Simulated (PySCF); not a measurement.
# C3H12GeOSi (GeH3(OSiMe3)): the cost of one run

Programs: PySCF 2.14.0, with density-fitted response routines of our own. Each step states its level of theory. These are calculated values for one molecule in the gas phase, unless marked as measured. Atoms count from 0, in the outputs and in this text.

### Step 1. The starting structure

18 atoms, charge 0, multiplicity 1; geometry from: GFN2-xTB. The atoms were then displaced at random by about 0.03 Å, so the start is not that level's minimum.

Bonds of the start (Å): Ge0–H1 1.49, Ge0–H2 1.37, Ge0–H3 1.58, Ge0–O4 1.77, O4–Si5 1.63, Si5–C6 1.88, Si5–C7 1.89, Si5–C8 1.85, C6–H9 1.11, C6–H10 1.08, C6–H11 1.10, C7–H12 1.08, C7–H13 1.15, C7–H14 1.06, C8–H15 1.11, C8–H16 1.13, C8–H17 1.13.

### Step 2. Geometry optimisation at PBE0-D3(BJ)/def2-SVP

Job settings and geometry (Å):

```
{"job": {"xc": "PBE0", "basis": "def2-SVP", "d3": "d3bj", "grid": 1, "maxiter": 40, "shake": 0.03, "kind": "geom"}, "charge": 0, "multiplicity": 1}
Ge     2.285880     0.717860     1.466630
H      1.839850     0.520620     2.878000
H      3.531360     0.286550     1.086900
H      2.141550     2.250220     1.090500
O      1.168030    -0.181000     0.438030
Si    -0.303790    -0.228220    -0.267340
C     -1.579340     0.549990     0.865630
C     -0.578220    -2.080680    -0.532510
C     -0.188490     0.708470    -1.859110
H     -2.605880     0.501250     0.452830
H     -1.403180     1.593360     1.076920
H     -1.634740     0.059360     1.849180
H     -0.772590    -2.594740     0.399930
H     -1.610270    -2.239950    -1.023860
H      0.150260    -2.594430    -1.099710
H      0.011390     1.792190    -1.739170
H      0.625450     0.332590    -2.540560
H     -1.133570     0.623480    -2.464550
```

Launch:

```sh
$ OMP_NUM_THREADS=1 python probes_run.py task.json out
```

The driver reads the jobs from task.json and runs them one after another.

Q: Estimate the wall time and peak memory of this first job on 1 thread of Arm Neoverse V2, shared host.

About 1.9 min, with a peak of 0.67 GiB.
